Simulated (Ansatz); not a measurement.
# WCH₂+ (octet): the correlation ladder, def2-SVP

The task here is to estimate one member of a computed series from the others.

The runs use Ansatz 0.2.0, Gaussian basis; def2-SVP, core rule «outside noble gas», up to 5 orbitals frozen.

Plan: UHF; CCSD(T) on ROHF; CCSD(T) on UHF; CISD as a restricted active space (open shells left free, so some higher excitations enter); CCSDT(Q) on ROHF; CCSDT(Q) on UHF; CASSCF and MRCISD+Q, 11 electrons in 11 orbitals; CASSCF and NEVPT2, 11 electrons in 11 orbitals.

14 further runs of the same task are left out: 4 that didn't finish, 10 set aside as unsound or not needed. Runs told in other sessions of the task aren't counted.

### The geometry

The geometry is a PBE0/def2-TZVP stationary point (not a proven minimum) of the parent state, kept for this charge and spin. No spin-orbit coupling is included. Elements past krypton take def2 core potentials.

4 atoms, charge 1, spin multiplicity 8.

Atoms are counted from 1 here; the program's logs count them from 0.

Bond lengths: W1–C2 2.012 Å, C2–H3 1.094 Å, C2–H4 1.094 Å. Angles: W1–C2–H3 123.0°, W1–C2–H4 123.0°, H3–C2–H4 114.0°.

The first run:

Input file in.yaml:

```yaml
crystal:
  periodic: [false, false, false]
  atoms:
    - {symbol: W, position_ang: [0.000000, 0.000000, 0.148696]}
    - {symbol: C, position_ang: [0.000000, 0.000000, -1.863310]}
    - {symbol: H, position_ang: [0.000000, -0.917554, -2.458762]}
    - {symbol: H, position_ang: [0.000000, 0.917554, -2.458762]}
basis:
  gaussian: {orbitals: def2-SVP}
total_charge: 1
magnetization: {spin_polarized: true, initial_magnetization: 7}
hamiltonian: {xc: hf}
output: {orbitals: {seedname: orbitals}}
```

Run with:

```bash
> ansatz run in.yaml --threads 1 --pin off --events-out ev --progress --plain --max-ram 2393MiB
```

Among the steps run: UHF; CCSD(T) on ROHF; CCSD(T) on UHF; CISD as a restricted active space (open shells left free, so some higher excitations enter); CCSDT(Q) on ROHF; CCSDT(Q) on UHF; CASSCF and MRCISD+Q, 11 electrons in 11 orbitals; CASSCF and NEVPT2, 11 electrons in 11 orbitals.

One of the session's tables, all rows but one given; the rest of the session is left out.

| method | from RCCSDT(Q) (kcal/mol) |
| --- | --- |
| ROHF | +111.10 |
| UHF | +106.32 |
| RMP2 | +18.64 |
| UMP2 | +16.30 |
| RCCSD | +2.32 |
| UCCSD | 0.00 |
| RCCSD(T) | +0.41 |
| UCCSD(T) | ? |
| RCCSDT | +0.07 |
| UCCSDT | -2.23 |
| RCCSDT(Q) | 0 |
| UCCSDT(Q) | -2.30 |
| CASSCF frontier | +87.33 |
| NEVPT2 frontier | +22.17 |
| MRCISD frontier | +5.51 |
| MRCISD+Q frontier | +0.97 |

Estimate the missing values for UCCSD(T).

The run gave: from RCCSDT(Q) (kcal/mol): -1.89. In the column «from RCCSDT(Q) (kcal/mol)» it lies between UCCSDT (-2.23) and UCCSD (0.00).

Not comparable, so not listed: CISD as a restricted active space (open shells left free, so some higher excitations enter) (they don't share determinant, frozen orbitals or solution with the rows shown, or repeat one).

Limits of these values: Restricted and unrestricted rows rest on different reference determinants; a gap between their highest levels can come from leftover correlation error, from unlike frozen cores or from another state.
